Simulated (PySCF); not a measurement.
# One shape, several levels: CH6Ge (methyl germane)

Aim: a comparison of 6 runs (B3LYP/def2-SVPD, M06-2X/def2-SVPD, SVWN5/def2-SVPD, r2SCAN/def2-SVPD, revPBE/def2-SVPD, wB97M-V/def2-SVPD) of CH6Ge (methyl germane). 

The calculation is run with PySCF 2.14.0.

## (1) Starting point

The species is CH6Ge (8 atoms), meant as a singlet with charge 0. SMILES: `[CH3][GeH3]`. The shape is that of a PBE0-D4/def2-TZVP optimisation.

Bond lengths: C1–Ge2 1.953 Å, C1–H3 1.090 Å, C1–H4 1.090 Å, C1–H5 1.091 Å, Ge2–H6 1.539 Å, Ge2–H7 1.539 Å, Ge2–H8 1.539 Å. Some angles: C1–Ge2–H6 110.4°, C1–Ge2–H7 110.4°, C1–Ge2–H8 110.4°, Ge2–C1–H3 110.3°, Ge2–C1–H4 110.3°, Ge2–C1–H5 110.3°, H6–Ge2–H7 108.5°, H6–Ge2–H8 108.5°, H7–Ge2–H8 108.5°, H3–C1–H4 108.6°.

## (2) A single-point energy at B3LYP/def2-SVPD (run 1)

The input, run.py:

```python
# [CH3][GeH3]
from pyscf import gto, dft

system = gto.M(
    atom='''
C   -0.310900   0.190300  -0.971400
Ge   0.296900  -0.181900   0.846700
H   -1.380100   0.404200  -0.976500
H    0.218800   1.052200  -1.378400
H   -0.124600  -0.669400  -1.616000
H    0.030700   1.028200   1.760100
H    1.807100  -0.479600   0.857700
H   -0.445700  -1.401200   1.422100
''',
    basis='def2-svpd',
    max_memory=1860,
    verbose=3,
)

mf = dft.RKS(system)
mf.xc = 'b3lyp'
mf.conv_tol = 1e-10
mf.grids.level = 5
mf.kernel()
if not mf.converged:
    mf = mf.newton().run(mf.mo_coeff, mf.mo_occ)

energy = mf.e_tot
print('E = %.10f Eh' % energy)
```

The run is started by

```bash
$ OMP_NUM_THREADS=1 python run.py
```

Log:

```text
converged SCF energy = -2118.47242120128
E = -2118.4724212013 Eh
```

Run time: 19 s. Hardware: 1 thread of Arm Neoverse V1, shared host; peak memory 0.55 GiB.

## (3) The energy at M06-2X/def2-SVPD (run 2)

The input, run.py:

```python
from pyscf import gto, dft

mol = gto.M(
    atom='''
C       -0.310900       0.190300      -0.971400
Ge       0.296900      -0.181900       0.846700
H       -1.380100       0.404200      -0.976500
H        0.218800       1.052200      -1.378400
H       -0.124600      -0.669400      -1.616000
H        0.030700       1.028200       1.760100
H        1.807100      -0.479600       0.857700
H       -0.445700      -1.401200       1.422100
''',
    basis='def2-svpd',
    charge=0,
    max_memory=1860,
    verbose=3,
)

myscf = dft.RKS(mol)
myscf.xc = 'm06-2x'
myscf.grids.level = 5
myscf.conv_tol = 1e-10
myscf.kernel()
if not myscf.converged:
    myscf = myscf.newton().run(myscf.mo_coeff, myscf.mo_occ)

energy = myscf.e_tot
print('Final energy', energy)
```

The run is started by

```bash
$ OMP_NUM_THREADS=1 python run.py
```

Log:

```text
converged SCF energy = -2118.38852241437
Final energy -2118.3885224143664
```

Wall time 38 s (1 thread of Arm Neoverse V1, shared host); peak memory 0.61 GiB.

Runs 3 to 5 aren't shown in full; the table further down has their settings and results.

## (4) A single-point energy at wB97M-V/def2-SVPD (run 6)

The input, input.py:

```python
from pyscf import gto, dft

mol = gto.M(
    atom='''
C     -0.587516     0.359615    -1.835680
Ge     0.561060    -0.343741     1.600031
H     -2.608011     0.763827    -1.845318
H      0.413472     1.988370    -2.604798
H     -0.235460    -1.264983    -3.053797
H      0.058015     1.943016     3.326107
H      3.414924    -0.906313     1.620818
H     -0.842251    -2.647884     2.687380
''',
    max_memory=1860,
    unit='bohr',
    basis='def2-svpd',
    verbose=3,
)

mf = dft.RKS(mol, xc='wb97m-v')
mf.grids.level = 5
mf.nlcgrids.level = 1
mf.conv_tol = 1e-10
mf.kernel()
if not mf.converged:
    mf = mf.newton().run(mf.mo_coeff, mf.mo_occ)

energy = mf.e_tot
print('Final energy', energy)
```

The run is started by

```bash
$ OMP_NUM_THREADS=1 python input.py
```

Log:

```text
converged SCF energy = -2118.2587630209
Final energy -2118.2587630208977
```

Run time: 80 s. Hardware: 1 thread of Arm Neoverse V1, shared host; peak memory 0.61 GiB.

## (5) The series

| run | level | nlc grid | energy (Eh) | dipole moment (D) | HOMO energy (eV) | LUMO energy (eV) | wall time |
| --- | --- | --- | --- | --- | --- | --- | --- |
| 1 | B3LYP/def2-SVPD | – | -2118.472421 | 0.70 | -8.73 | 0.10 | 19 s |
| 2 | M06-2X/def2-SVPD | – | -2118.388522 | 0.68 | -10.10 | 0.73 | 38 s |
| 3 | SVWN5/def2-SVPD | – | -2114.844905 | 0.71 | -7.81 | -0.39 | 13 s |
| 4 | r2SCAN/def2-SVPD | – | -2118.384423 | 0.73 | -7.98 | 0.39 | 41 s |
| 5 | revPBE/def2-SVPD | – | -2118.245836 | 0.73 | -7.66 | -0.25 | 19 s |
| 6 | wB97M-V/def2-SVPD | 1 | -2118.258763 | 0.67 | -11.18 | 1.36 | 80 s |

## (6) Outcome

| quantity | value |
| --- | --- |
| run 6: total energy | -2118.25876 Eh |
| run 6: dipole moment | 0.67 D |
| run 6: HOMO energy | -11.18 eV |
| run 6: LUMO energy | 1.36 eV |
| run 6: HOMO–LUMO gap | 12.54 eV |

What this shows: The dipole moment (its size) runs from 0.67 D (wB97M-V/def2-SVPD) to 0.73 D (revPBE/def2-SVPD). The HOMO–LUMO gap runs from 7.41 eV (revPBE/def2-SVPD) to 12.54 eV (wB97M-V/def2-SVPD). Totals of different functionals can't be ranked against each other. All runs together took 3.5 min, the longest 80 s.
